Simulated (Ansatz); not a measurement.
**CH3BClFZn: one species, many methods**

Aim: compute CH3BClFZn with functionals from several rungs and with coupled cluster, and see how far each lands from CCSD(T) at the basis-set limit for the atomisation energy.

Program: Ansatz 0.2.0, Gaussian basis. Level of theory: functionals in def2-TZVPP, the program's frozen cores in correlated methods. These are calculated values, not measurements.

Plan: PBE-D4, r2SCAN-D4, PBE0-D4, B3LYP-D4, ωB97X-V, ωB97M-V, B2PLYP; CCSD(T)/def2-TZVPP; MP2/def2-QZVPP; extrapolation to the limit.

## Step 1: Structure used throughout

An earlier PBE0-D4 in a triple-zeta def2 set relaxation fixed the geometry.

SMILES `F[B]([ZnH])CCl`, 8 atoms, charge 0, spin multiplicity 1.

Atoms are counted from 1 here; the program's logs count them from 0.

Bond lengths: F1–B2 1.332 Å, B2–Zn3 2.096 Å, B2–C4 1.584 Å, Zn3–H6 1.556 Å, C4–Cl5 1.802 Å, C4–H7 1.089 Å, C4–H8 1.091 Å. Angles: F1–B2–Zn3 121.0°, F1–B2–C4 115.4°, Zn3–B2–C4 123.3°, B2–Zn3–H6 179.3°, B2–C4–Cl5 98.4°, B2–C4–H7 116.3°, B2–C4–H8 115.6°, Cl5–C4–H7 107.0°, Cl5–C4–H8 107.5°, H7–C4–H8 110.5°.

Geometry (Å):

```mol
CH3BClFZn
  3D, bonds by distance, orders not assigned

  8  7  0  0  0  0  0  0  0  0999 V2000
   -1.3843   -1.3202    0.5354 F   0  0
   -0.4093   -0.4292    0.3641 B   0  0
   -0.2550    1.2540    1.6041 Zn  0  0
    0.5044   -0.6587   -0.9093 C   0  0
   -0.1615    0.6517   -1.9513 Cl  0  0
   -0.1227    2.5057    2.5191 H   0  0
    1.5669   -0.4574   -0.7841 H   0  0
    0.3536   -1.6028   -1.4337 H   0  0
  1  2  8  0
  2  3  8  0
  2  4  8  0
  4  5  8  0
  3  6  8  0
  4  7  8  0
  4  8  8  0
M  END
```

## Step 2: PBE-D4 (GGA)

Contents of in.yaml:

```yaml
crystal:
  periodic: [false, false, false]
  atoms:
    - {symbol: F, position_ang: [-1.384297, -1.320180, 0.535419]}
    - {symbol: B, position_ang: [-0.409317, -0.429249, 0.364053]}
    - {symbol: Zn, position_ang: [-0.254951, 1.253996, 1.604127]}
    - {symbol: C, position_ang: [0.504432, -0.658679, -0.909305]}
    - {symbol: Cl, position_ang: [-0.161516, 0.651699, -1.951331]}
    - {symbol: H, position_ang: [-0.122739, 2.505657, 2.519086]}
    - {symbol: H, position_ang: [1.566888, -0.457412, -0.784127]}
    - {symbol: H, position_ang: [0.353598, -1.602833, -1.433724]}
basis:
  gaussian: {orbitals: def2-TZVPP}
hamiltonian: {xc: pbe, dispersion: d4}
output: {forces: true, orbitals: {seedname: orbitals}}
```

On the command line:

```
> ansatz run in.yaml --threads 4 --pin off --events-out ev --progress --plain --max-ram 10444MiB
```

Further steps of the session: r2SCAN-D4 (meta-GGA); PBE0-D4 (hybrid); B3LYP-D4 (hybrid); ωB97X-V (range-separated); ωB97M-V (range-separated); B2PLYP (double hybrid); CCSD(T) in def2-TZVPP; MP2 in def2-QZVPP.

Before running them: what should the planned runs give, taken together? Wanted: atomisation energy, CCSD(T)/CBS; farthest; mean size of error, hybrid; mean size of error, range-separated; gap, smallest and largest; T1 diagnostic; triples share of the correlation energy.

**Answer**, as computed:

| quantity | value |
| --- | --- |
| atomisation energy, CCSD(T)/CBS | 26.486 eV |
| functionals within 0.132 eV (0.5 %) | B3LYP-D4 |
| farthest | PBE-D4 (+0.898 eV) |
| mean size of error, hybrid | 0.215 eV |
| mean size of error, range-separated | 0.328 eV |
| gap, smallest and largest | 3.30 eV (PBE-D4), 9.69 eV (ωB97X-V) |
| T1 diagnostic | 0.0142 |
| triples share of the correlation energy | 3.5 % |

In words: PBE-D4 is off by +0.898 eV. Double hybrids carry the basis error of their MP2 part in triple zeta, and no dispersion term here, so their miss is partly the set-up's. The reference freezes the cores and leaves out relativity and excitations past (T), so misses under about 0.132 eV can't be ranked. Hartree-Fock recovers 74 % of the binding; the rest is correlation. Orbital gaps span 3.3 to 9.7 eV; exact exchange widens them. For Zn the d shell is correlated and the shells below it are frozen.
